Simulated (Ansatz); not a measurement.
# CH₇AlOSi₂: one species, many methods

Aim: compute CH₇AlOSi₂ with functionals from several rungs and with coupled cluster, and see how far each lands from CCSD(T) at the basis-set limit for the atomisation energy.

Method: functionals in def2-TZVPP, the program's frozen cores in correlated methods; program: Ansatz 0.2.0, Gaussian basis.

Plan: PBE-D4, r2SCAN-D4, PBE0-D4, B3LYP-D4, ωB97X-V, ωB97M-V, B2PLYP; CCSD(T)/def2-TZVPP; MP2/def2-QZVPP; extrapolation to the limit.

### Step 1. The geometry

An earlier PBE0-D4 in a triple-zeta def2 set relaxation fixed the geometry.

12 atoms, charge 0, spin multiplicity 1.

Atoms are counted from 1 here; the program's logs count them from 0.

Bond lengths: Si1–C2 1.854 Å, Si1–H6 1.490 Å, Si1–H7 1.494 Å, Si1–H8 1.489 Å, C2–Al3 1.966 Å, C2–Si5 1.887 Å, C2–H9 1.093 Å, Al3–O4 1.729 Å, Al3–H10 1.573 Å, O4–Si5 1.667 Å, Si5–H11 1.487 Å, Si5–H12 1.487 Å. Angles: C2–Si1–H6 111.8°, C2–Si1–H7 108.9°, C2–Si1–H8 113.3°, H6–Si1–H7 107.4°, H6–Si1–H8 107.7°, H7–Si1–H8 107.5°, Si1–C2–Al3 115.3°, Si1–C2–Si5 116.2°, Si1–C2–H9 110.2°, Al3–C2–Si5 80.3°, Al3–C2–H9 116.8°, Si5–C2–H9 115.5°, C2–Al3–O4 90.4°, C2–Al3–H10 141.4°, O4–Al3–H10 128.2° and more.

### Step 2. PBE-D4 (GGA)

in.yaml reads:

```yaml
crystal:
  periodic: [false, false, false]
  atoms:
    - {symbol: Si, position_ang: [-1.390847, 0.889644, 0.554071]}
    - {symbol: C, position_ang: [0.190043, -0.072955, 0.655634]}
    - {symbol: Al, position_ang: [1.685029, 0.654987, -0.394191]}
    - {symbol: O, position_ang: [1.626377, -0.714398, -1.448639]}
    - {symbol: Si, position_ang: [0.399926, -1.462860, -0.602651]}
    - {symbol: H, position_ang: [-1.368467, 2.083754, 1.444219]}
    - {symbol: H, position_ang: [-1.570893, 1.379121, -0.845524]}
    - {symbol: H, position_ang: [-2.593553, 0.084648, 0.905739]}
    - {symbol: H, position_ang: [0.401320, -0.342983, 1.693961]}
    - {symbol: H, position_ang: [2.654290, 1.891599, -0.458903]}
    - {symbol: H, position_ang: [-0.789600, -1.692590, -1.465060]}
    - {symbol: H, position_ang: [0.833275, -2.753067, -0.004655]}
basis:
  gaussian: {orbitals: def2-TZVPP}
hamiltonian: {xc: pbe, dispersion: d4}
output: {forces: true, orbitals: {seedname: orbitals}}
```

Started as:

```bash
$ ansatz run in.yaml --threads 4 --pin off --events-out ev --progress --plain --max-ram 10444MiB
```

Further steps of the session: r2SCAN-D4 (meta-GGA); PBE0-D4 (hybrid); B3LYP-D4 (hybrid); ωB97X-V (range-separated); ωB97M-V (range-separated); B2PLYP (double hybrid); CCSD(T) in def2-TZVPP; MP2 in def2-QZVPP.

Q: Predict the results of all the runs planned. Wanted: atomisation energy, CCSD(T)/CBS; farthest; mean size of error, hybrid; mean size of error, range-separated; gap, smallest and largest; T1 diagnostic; triples share of the correlation energy.

As calculated:

| quantity | value |
| --- | --- |
| atomisation energy, CCSD(T)/CBS | 988.7 kcal/mol |
| functionals within 4.9 kcal/mol (0.5 %) | r2SCAN-D4, ωB97X-V, ωB97M-V |
| farthest | B2PLYP (-17.6 kcal/mol) |
| mean size of error, hybrid | 11.2 kcal/mol |
| mean size of error, range-separated | 1.9 kcal/mol |
| gap, smallest and largest | 4.67 eV (PBE-D4), 10.75 eV (ωB97X-V) |
| T1 diagnostic | 0.0132 |
| triples share of the correlation energy | 3.8 % |

PBE-D4 misses by -6.4 kcal/mol. Double hybrids carry the basis error of their MP2 part in triple zeta, and no dispersion term here, so their miss is partly the set-up's. The reference freezes the cores and leaves out relativity and excitations past (T), so misses under about 4.9 kcal/mol can't be ranked. Hartree-Fock recovers 75 % of the binding; the rest is correlation. The gap grows from 4.7 to 10.7 eV across the functionals, mostly with the share of exact exchange.
